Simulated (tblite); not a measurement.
# C3H7FPSi2: the cost of one run

Programs: tblite 0.8.0 and PySCF 2.14.0, with density-fitted response routines of our own. Each step states its level of theory. These are calculated values for one molecule in the gas phase, unless marked as measured. Atoms count from 0, in the outputs and in this text.

## (1) The molecule as given

14 atoms, charge 0, multiplicity 2; geometry from: force field or distance geometry start.

Bonds of the start (Å): C0–C1 1.45, C1–C2 1.22, C2–Si3 1.86, Si3–Si4 2.31, Si4–F5 1.60, Si4–P6 2.23, C0–H7 1.09, C0–H8 1.10, C0–H9 1.09, Si3–H10 1.48, Si3–H11 1.50, P6–H12 1.40, P6–H13 1.42.

## (2) Relaxing the molecule with GFN2-xTB

The job: settings as JSON, then the geometry in Å.

```
{"job": {"kind": "relax", "xc": "GFN2-xTB", "basis": "xTB"}, "charge": 0, "multiplicity": 2}
C     -3.305500     0.900000     0.078700
C     -2.079900     0.166900    -0.172700
C     -1.049100    -0.447500    -0.364100
Si     0.526700    -1.378700    -0.699900
Si     2.107700    -0.785100     0.880600
F      3.440200    -1.661100     0.718000
P      2.716700     1.352700     0.695200
H     -4.099500     0.573600    -0.593600
H     -3.655800     0.751500     1.107900
H     -3.167300     1.974100    -0.072300
H      1.013700    -1.098600    -2.069100
H      0.253400    -2.850600    -0.600000
H      3.426800     1.232000    -0.505200
H      3.871200     1.270400     1.514400
```

Command:

```console
OMP_NUM_THREADS=1 python probes_run.py task.json out
```

This one command runs all jobs of the session in turn.

Q: Estimate the wall time of this first job on 1 thread of Arm Neoverse V2, shared host.

About 1.1 s.
